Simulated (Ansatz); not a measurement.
The same calculation of AsGaH₆, SMILES [GaH3-][AsH3+] as a Python script and as an input file (Ansatz 0.2.0, Python API).

`md_asgah6.py`
```python
"""A short Born-Oppenheimer trajectory of AsGaH6."""

import warnings

import ansatz as az
from ase import Atoms
import numpy as np

warnings.simplefilter("ignore", az.DeckWarning)

atoms = Atoms(["Ga", "As", "H", "H", "H", "H", "H", "H"], positions=[
    [-0.3457, 0.0758, -1.136],
    [0.3822, -0.1383, 1.1609],
    [0.3419, -0.9311, -2.1064],
    [-1.9052, -0.1457, -1.215],
    [-0.0871, 1.612, -1.6705],
    [1.0093, 1.233, 1.6368],
    [1.4893, -1.2664, 1.2133],
    [-0.7926, -0.4964, 2.0612],
])
geometry = az.Crystal.molecule_from_ase(atoms)

model = geometry.calculation()
model = model.basis(gaussian="def2-SVP").functional("HF")
model = model.md("nvt_nose_hoover", timestep=0.25, steps=30, temperature=300, initial_velocities="maxwell_boltzmann", seed=64, thermostat_time=10)
frames = []
model.session().plan().execute(on_event=lambda e: frames.append(e["data"]) if e["event"] == "md_step" else None)
print("t (fs)   E_pot (eV)      E_kin (eV)   T (K)   d(0-1) (A)")
for f in frames[::2]:
    xyz = np.array(f["positions_ang"])
    print(f"{f['time_fs']:6.2f} {f['lagrangian_ev']:14.5f} {f['e_kin_ev']:10.5f} {f['temperature_k']:8.1f} {np.linalg.norm(xyz[0] - xyz[1]):9.4f}")
kept = np.array([f["conserved_ev"] for f in frames])
print(f"conserved energy moves by at most {1000 * np.ptp(kept):.3f} meV")
```

Running `python md_asgah6.py` prints:
```text
t (fs)   E_pot (eV)      E_kin (eV)   T (K)   d(0-1) (A)
  0.00  -113208.49194    0.23267    300.0    2.4190
  0.50  -113208.43388    0.17475    225.3    2.4187
  1.00  -113208.39662    0.13776    177.6    2.4185
  1.50  -113208.38399    0.12560    161.9    2.4184
  2.00  -113208.39721    0.13954    179.9    2.4185
  2.50  -113208.43495    0.17844    230.1    2.4187
  3.00  -113208.49345    0.23870    307.8    2.4191
  3.50  -113208.56667    0.31425    405.2    2.4195
  4.00  -113208.64650    0.39649    511.2    2.4201
  4.50  -113208.72330    0.47480    612.2    2.4208
  5.00  -113208.78713    0.53780    693.4    2.4216
  5.50  -113208.82961    0.57577    742.4    2.4225
  6.00  -113208.84660    0.58372    752.6    2.4235
  6.50  -113208.84063    0.56431    727.6    2.4245
  7.00  -113208.82200    0.52867    681.7    2.4256
  7.50  -113208.80686    0.49391    636.8    2.4267
conserved energy moves by at most 0.866 meV
```

`input.yaml`:
```yaml
crystal:
  periodic: [false, false, false]
  atoms:
    - { symbol: Ga, position_ang: [-0.3457, 0.0758, -1.136] }
    - { symbol: As, position_ang: [0.3822, -0.1383, 1.1609] }
    - { symbol: H, position_ang: [0.3419, -0.9311, -2.1064] }
    - { symbol: H, position_ang: [-1.9052, -0.1457, -1.215] }
    - { symbol: H, position_ang: [-0.0871, 1.612, -1.6705] }
    - { symbol: H, position_ang: [1.0093, 1.233, 1.6368] }
    - { symbol: H, position_ang: [1.4893, -1.2664, 1.2133] }
    - { symbol: H, position_ang: [-0.7926, -0.4964, 2.0612] }
basis:
  gaussian:
    orbitals: def2-SVP
hamiltonian:
  xc: hf
md:
  timestep: 0.25
  n_steps: 30
  ensemble: nvt_nose_hoover
  temperature: 300.0
  nose_hoover:
    tau: 10.0
  initial_velocities: maxwell_boltzmann
  seed: 64
```

Notes:
- Total energies depend on the basis set; only differences at equal settings carry meaning.
- The trajectory is only some femtoseconds long, so its temperature is not equilibrated; where the script doesn't relax first, it starts from a rough generated geometry.
- The temperature counts the internal degrees of freedom alone.
- Wall time of the script: 76 s on 1 thread of Intel(R) Xeon(R) Platinum 8488C (Sapphire Rapids), on a shared host, peak memory 0.28 GiB.

(Lines on the test bed's own set-up are left out of the output.)
